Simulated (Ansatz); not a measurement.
Predict the output of the script below (Ansatz 0.2.0, Python API).

Script `b3h5o.py`:
```python
'''Potential curve of B3H5O along one bond.'''

import ansatz as az
import numpy as np

GEOMETRY = '''
B    -1.68540   -0.21210    0.27110
B    -0.11020   -0.73400    0.35370
O     0.94580    0.16240    0.82920
B     1.55530    0.73440   -0.37290
H    -1.95240    0.90550    0.54430
H    -2.53710   -0.95700   -0.06700
H     0.13750   -1.86680    0.12250
H     2.49250    0.21160   -0.86880
H     1.15400    1.75600   -0.81210
'''


def main() -> None:
    geometry = az.Crystal.molecule()
    for line in GEOMETRY.strip().splitlines():
        symbol, *xyz = line.split()
        geometry = geometry.atom(symbol, [float(v) for v in xyz])

    symbols = [site.symbol for site in geometry.cartesian_sites]
    start = np.array([site.position_ang for site in geometry.cartesian_sites])
    axis = (start[8] - start[3]) / np.linalg.norm(start[8] - start[3])
    moving = [8]
    lengths, energies = [1.04, 1.088, 1.135, 1.182, 1.229, 1.277, 1.324, 1.395], []
    for length in lengths:
        xyz = start.copy()
        xyz[moving] += (length - np.linalg.norm(start[8] - start[3])) * axis
        point = az.Crystal.molecule()
        for symbol, place in zip(symbols, xyz):
            point = point.atom(symbol, place.tolist())
        model = (
            point.calculation()
            .basis(gaussian='6-31G*')
            .functional('r2scan0')
        )
        data = model.run().report
        energies.append(data['free_energy_ev'])
        print(f'r = {length:6.3f} A  E = {energies[-1]:.5f} eV  <S^2> = {abs(data["mean_field"]["state"]["spin_squared"]):.3f}')

    # quartic fit about the minimum
    fit = np.polynomial.Polynomial.fit(lengths, np.array(energies) - min(energies), 4).convert()
    roots = [r.real for r in fit.deriv().roots() if abs(r.imag) < 1e-9 and fit.deriv(2)(r.real) > 0]
    r_e = min(roots, key=lambda r: abs(r - lengths[int(np.argmin(energies))]))
    print(f'minimum of the fit at {r_e:.4f} A, force constant {fit.deriv(2)(r_e):.2f} eV/A^2')


if __name__ == '__main__':
    main()
```

```console
$ python b3h5o.py
r =  1.040 A  E = -4152.62429 eV  <S^2> = 0.000
r =  1.088 A  E = -4152.84477 eV  <S^2> = 0.000
r =  1.135 A  E = -4152.96684 eV  <S^2> = 0.000
r =  1.182 A  E = -4153.01532 eV  <S^2> = 0.000
r =  1.229 A  E = -4153.00552 eV  <S^2> = 0.000
r =  1.277 A  E = -4152.94822 eV  <S^2> = 0.000
r =  1.324 A  E = -4152.85595 eV  <S^2> = 0.000
r =  1.395 A  E = -4152.66624 eV  <S^2> = 0.000
minimum of the fit at 1.1961 A, force constant 24.53 eV/A^2
```

What to keep in mind:
- Total energies depend on the basis set; only differences at equal settings carry meaning.
- The rest of the molecule is held rigid at a force-field or estimated start geometry, and the basis set is modest; single-reference methods fail as a bond breaks.
- The orbitals are restricted, so S² is zero by construction.
- Run time: 24 s on 1 thread of Arm Neoverse V1, on a shared host, peak memory 0.21 GiB.
